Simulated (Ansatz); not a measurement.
**ClFH2MoO3: small, medium and large basis sets**

One table from this session's results is given with a row withheld; the runs are named, their logs left out.

Program: Ansatz 0.2.0, Gaussian basis. Level of theory: one geometry, several basis sets. These are calculated values, not measurements.

Plan: PBE0-D4/def2-SVP; ωB97M-V/def2-SVP; PBE0-D4/def2-QZVPP; ωB97M-V/def2-QZVPP; the functionals' def2-TZVPP values are taken from earlier runs.

1 further run of the same task is left out (for a known fault of the program). Runs told in other sessions of the task aren't counted.

**The geometry**

The geometry comes from an earlier relaxation with PBE0-D4 in a triple-zeta def2 set; it is a stationary point, not always the lowest conformer. Mo takes the def2 core potential; no spin-orbit term is included.

SMILES `[O]=[Mo]([OH])([OH])([F])[Cl]`, 8 atoms, charge 0, spin multiplicity 1.

Atoms are counted from 1 here; the program's logs count them from 0.

Bond lengths: O1–Mo2 1.650 Å, Mo2–O3 1.897 Å, Mo2–O4 1.848 Å, Mo2–F5 1.872 Å, Mo2–Cl6 2.277 Å, O3–H7 0.964 Å, O4–H8 0.963 Å. Angles: O1–Mo2–O3 113.5°, O1–Mo2–O4 100.7°, O1–Mo2–F5 100.1°, O1–Mo2–Cl6 110.2°, O3–Mo2–O4 84.0°, O3–Mo2–F5 81.0°, O3–Mo2–Cl6 136.0°, O4–Mo2–F5 158.0°, O4–Mo2–Cl6 93.3°, F5–Mo2–Cl6 86.5°, Mo2–O3–H7 113.6°, Mo2–O4–H8 126.1°.

As a file:

```xyz
8
charge 0, multiplicity 1
O    -0.2084    0.5269    1.9114
Mo   -0.1529    0.3106    0.2770
O     1.2974   -0.7710   -0.2925
O    -1.1313   -1.2481    0.1052
F     1.0557    1.6613   -0.1908
Cl   -1.7479    1.5791   -0.7374
H     2.1007   -0.2721   -0.4780
H    -1.1212   -1.8439   -0.6509
```

Set-up of the first run:

File in.yaml:

```yaml
crystal:
  periodic: [false, false, false]
  atoms:
    - {symbol: O, position_ang: [-0.208401, 0.526940, 1.911363]}
    - {symbol: Mo, position_ang: [-0.152885, 0.310604, 0.277044]}
    - {symbol: O, position_ang: [1.297429, -0.770996, -0.292514]}
    - {symbol: O, position_ang: [-1.131251, -1.248084, 0.105246]}
    - {symbol: F, position_ang: [1.055698, 1.661342, -0.190759]}
    - {symbol: Cl, position_ang: [-1.747931, 1.579134, -0.737430]}
    - {symbol: H, position_ang: [2.100716, -0.272103, -0.477987]}
    - {symbol: H, position_ang: [-1.121174, -1.843938, -0.650866]}
basis:
  gaussian: {orbitals: def2-SVP}
hamiltonian: {xc: pbe0, dispersion: d4}
output: {orbitals: {seedname: orbitals}}
```

The run is started by

```console
$ ansatz run in.yaml --threads 4 --pin off --events-out ev --progress --plain --max-ram 11315MiB
```

Among the steps run: PBE0-D4 in def2-SVP; ωB97M-V in def2-SVP; PBE0-D4 in def2-QZVPP; ωB97M-V in def2-QZVPP.

One table of the session follows, with a row left open; its other results are not shown here.

It belongs to the step «Functionals by basis». 

```
functional       basis  HOMO (eV)  LUMO (eV)
   PBE0-D4    def2-SVP      -9.35      -4.26
   PBE0-D4  def2-TZVPP          ?          ?
   PBE0-D4  def2-QZVPP      -9.42      -4.22
   ωB97M-V    def2-SVP     -11.56      -2.10
   ωB97M-V  def2-TZVPP     -11.65      -2.09
   ωB97M-V  def2-QZVPP     -11.67      -2.10
```

Q: Estimate the row for PBE0-D4, def2-TZVPP from the others.

**Answer.** HOMO (eV): -9.40; LUMO (eV): -4.23. In the column «HOMO (eV)» it lies between PBE0-D4, def2-QZVPP (-9.42) and PBE0-D4, def2-SVP (-9.35).
